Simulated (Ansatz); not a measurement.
# C5H10O5Ti: basis-set convergence

How large a basis does C5H10O5Ti need? Two functionals are run in growing sets.

Method: one geometry, several basis sets; program: Ansatz 0.2.0, Gaussian basis.

Plan: PBE0-D4/def2-SVP; ωB97M-V/def2-SVP; PBE0-D4/def2-QZVPP; ωB97M-V/def2-QZVPP; the functionals' def2-TZVPP values are taken from earlier runs.

### Step 1. The relaxed structure

All runs share one geometry, relaxed beforehand with PBE0-D4 in a triple-zeta def2 set.

SMILES `CC1=CC(C)=[O+][Ti-]([OH])([OH])([OH])[O]1`, 21 atoms, charge 0, spin multiplicity 1.

Atoms are counted from 1 here; the program's logs count them from 0.

Bond lengths: C1–C2 1.496 Å, C1–H12 1.093 Å, C1–H13 1.092 Å, C1–H14 1.089 Å, C2–C3 1.402 Å, C2–O11 1.259 Å, C3–C4 1.385 Å, C3–H15 1.080 Å, C4–C5 1.493 Å, C4–O6 1.277 Å, C5–H16 1.092 Å, C5–H17 1.089 Å, C5–H18 1.093 Å, O6–Ti7 1.966 Å, Ti7–O8 1.828 Å, Ti7–O9 1.808 Å, Ti7–O10 1.806 Å, Ti7–O11 2.095 Å and more. Angles: C2–C1–H12 109.1°, C2–C1–H13 108.9°, C2–C1–H14 112.5°, H12–C1–H13 107.1°, H12–C1–H14 109.5°, H13–C1–H14 109.6°, C1–C2–C3 120.0°, C1–C2–O11 116.5°, C3–C2–O11 123.5°, C2–C3–C4 121.8°, C2–C3–H15 119.2°, C4–C3–H15 119.1°, C3–C4–C5 121.0°, C3–C4–O6 123.8°, C5–C4–O6 115.2°, C4–C5–H16 109.1°, C4–C5–H17 112.3°, C4–C5–H18 109.0° and more.

Geometry (Å):

```xyz
21
charge 0, multiplicity 1
C     0.62040   -2.57498   -1.35447
C     0.24235   -1.29998   -0.66841
C    -1.07497   -0.82535   -0.74601
C    -1.46855    0.33963   -0.10948
C    -2.88345    0.81233   -0.17618
O    -0.67928    1.07953    0.56829
Ti    1.25082    1.14284    0.93601
O     2.34655    0.21263    2.06535
O     1.04414    2.50472    2.10724
O     2.10525    1.89053   -0.46831
O     1.15621   -0.71235   -0.03266
H     0.99727   -3.28240   -0.61201
H     1.43809   -2.37281   -2.04997
H    -0.21372   -3.02319   -1.89161
H    -1.80697   -1.39229   -1.30218
H    -3.27865    0.90144    0.83841
H    -3.51538    0.14385   -0.75822
H    -2.90469    1.81243   -0.61553
H     2.62981   -0.65704    1.77206
H     1.43829    2.51854    2.98147
H     2.43210    2.79252   -0.43699
```

### Step 2. PBE0-D4 in def2-SVP

in.yaml reads:

```yaml
crystal:
  periodic: [false, false, false]
  atoms:
    - {symbol: C, position_ang: [0.620396, -2.574981, -1.354469]}
    - {symbol: C, position_ang: [0.242348, -1.299983, -0.668408]}
    - {symbol: C, position_ang: [-1.074974, -0.825347, -0.746014]}
    - {symbol: C, position_ang: [-1.468554, 0.339631, -0.109483]}
    - {symbol: C, position_ang: [-2.883450, 0.812326, -0.176184]}
    - {symbol: O, position_ang: [-0.679280, 1.079526, 0.568287]}
    - {symbol: Ti, position_ang: [1.250815, 1.142841, 0.936013]}
    - {symbol: O, position_ang: [2.346554, 0.212632, 2.065350]}
    - {symbol: O, position_ang: [1.044141, 2.504723, 2.107240]}
    - {symbol: O, position_ang: [2.105250, 1.890527, -0.468308]}
    - {symbol: O, position_ang: [1.156211, -0.712347, -0.032661]}
    - {symbol: H, position_ang: [0.997268, -3.282399, -0.612005]}
    - {symbol: H, position_ang: [1.438087, -2.372812, -2.049968]}
    - {symbol: H, position_ang: [-0.213721, -3.023194, -1.891614]}
    - {symbol: H, position_ang: [-1.806971, -1.392292, -1.302181]}
    - {symbol: H, position_ang: [-3.278652, 0.901436, 0.838406]}
    - {symbol: H, position_ang: [-3.515376, 0.143851, -0.758221]}
    - {symbol: H, position_ang: [-2.904689, 1.812432, -0.615531]}
    - {symbol: H, position_ang: [2.629807, -0.657035, 1.772063]}
    - {symbol: H, position_ang: [1.438294, 2.518543, 2.981471]}
    - {symbol: H, position_ang: [2.432096, 2.792524, -0.436985]}
basis:
  gaussian: {orbitals: def2-SVP}
hamiltonian: {xc: pbe0, dispersion: d4}
output: {orbitals: {seedname: orbitals}}
```

After this run come: ωB97M-V in def2-SVP; PBE0-D4 in def2-QZVPP; ωB97M-V in def2-QZVPP.

Before running them: what should the planned runs give, taken together? Wanted: PBE0-D4: double and triple zeta above quadruple; ωB97M-V: double and triple zeta above quadruple.

The runs gave:

```
                                       quantity           value
PBE0-D4: double and triple zeta above quadruple  22.58, 1.28 eV
ωB97M-V: double and triple zeta above quadruple  23.05, 1.20 eV
```

PBE0-D4 gains 21.30 eV from double to triple zeta, then 1.28 eV more. Total energies overstate the basis error of differences, where much of it tends to cancel.
